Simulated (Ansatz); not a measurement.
I need a short molecular-dynamics run of AlBrClHO, SMILES [OH][Al]([Cl])[Br]. Use the Python package of Ansatz (0.2.0). Level of theory (for the species named): Hartree-Fock, def2-SVP basis, multiplicity 1.

The script reads `albrclho.xyz`:
```text
5

O    -0.07480    1.40750    0.42890
Al   -0.14040   -0.35510    0.08680
Cl    1.10930   -1.70140    1.26850
Br   -1.43780   -1.22270   -1.63790
H     0.59370    1.79810   -0.18780
```

Script `md_albrclho.py`:
```python
'''A short Born-Oppenheimer trajectory of AlBrClHO.'''

from dataclasses import dataclass

import ansatz as az
import numpy as np


@dataclass(frozen=True)
class RunConfig:
    basis: str = 'def2-SVP'
    functional: str = 'hf'
    n_steps: int = 30
    temperature_k: int = 500


opts = RunConfig()


def main() -> None:
    geometry = az.Crystal.molecule_from_extxyz('albrclho.xyz')

    calc = (
        geometry.calculation()
        .basis(gaussian=opts.basis)  # the orbital basis, by name
        .functional(opts.functional)
    )
    symbols = [site.symbol for site in geometry.cartesian_sites]
    start = np.array([site.position_ang for site in geometry.cartesian_sites], dtype=float)
    report = calc.relax(force_tolerance=0.02, max_steps=100).run(threads=1, pin='off').report
    end = np.array(report['positions_ang'])
    minimum = az.Crystal.molecule()
    for symbol, place in zip(symbols, end):
        minimum = minimum.atom(symbol, place.tolist())

    # dynamics from the relaxed geometry
    calc = (
        minimum.calculation()
        .basis(gaussian=opts.basis)  # the orbital basis, by name
        .functional(opts.functional)
        .md('nve', timestep=0.5, steps=opts.n_steps, temperature=opts.temperature_k, initial_velocities='maxwell_boltzmann', seed=37)
    )
    frames = []
    out = calc.session().plan().execute(on_event=lambda e: frames.append(e['data']) if e['event'] == 'md_step' else None)
    print('t (fs)   E_pot (eV)      E_kin (eV)   T (K)   d(0-1) (A)')
    for f in frames[::2]:
        xyz = np.array(f['positions_ang'])
        print(f'{f["time_fs"]:6.2f} {f["lagrangian_ev"]:14.5f} {f["e_kin_ev"]:10.5f} {f["temperature_k"]:8.1f} {np.linalg.norm(xyz[0] - xyz[1]):9.4f}')
    kept = np.array([f['conserved_ev'] for f in frames])
    print(f'conserved energy moves by at most {1000 * np.ptp(kept):.3f} meV')


if __name__ == '__main__':
    main()
```

```console
$ python md_albrclho.py
t (fs)   E_pot (eV)      E_kin (eV)   T (K)   d(0-1) (A)
  0.00   -91128.02135    0.19389    500.0    1.6662
  1.00   -91128.01305    0.18590    479.4    1.6762
  2.00   -91128.00374    0.17683    456.0    1.6856
  3.00   -91128.00531    0.17802    459.1    1.6939
  4.00   -91127.99921    0.17183    443.1    1.7011
  5.00   -91127.98036    0.15334    395.4    1.7076
  6.00   -91127.96793    0.14103    363.7    1.7134
  7.00   -91127.96871    0.14150    364.9    1.7185
  8.00   -91127.96609    0.13872    357.7    1.7225
  9.00   -91127.95199    0.12500    322.3    1.7250
 10.00   -91127.94560    0.11872    306.2    1.7257
 11.00   -91127.95264    0.12535    323.2    1.7245
 12.00   -91127.95262    0.12532    323.2    1.7216
 13.00   -91127.94404    0.11707    301.9    1.7177
 14.00   -91127.94459    0.11766    303.4    1.7129
 15.00   -91127.95576    0.12848    331.3    1.7074
conserved energy moves by at most 0.623 meV
```

Caveats:
- These settings explore the input space; basis and method may be short of convergence.
- The trajectory is only some femtoseconds long, so its temperature is not equilibrated; where the script doesn't relax first, it starts from a rough generated geometry.
- The temperature counts the internal degrees of freedom alone.
- It ran for 68 s on 1 thread of Arm Neoverse V1 (shared host), peak memory 0.25 GiB.
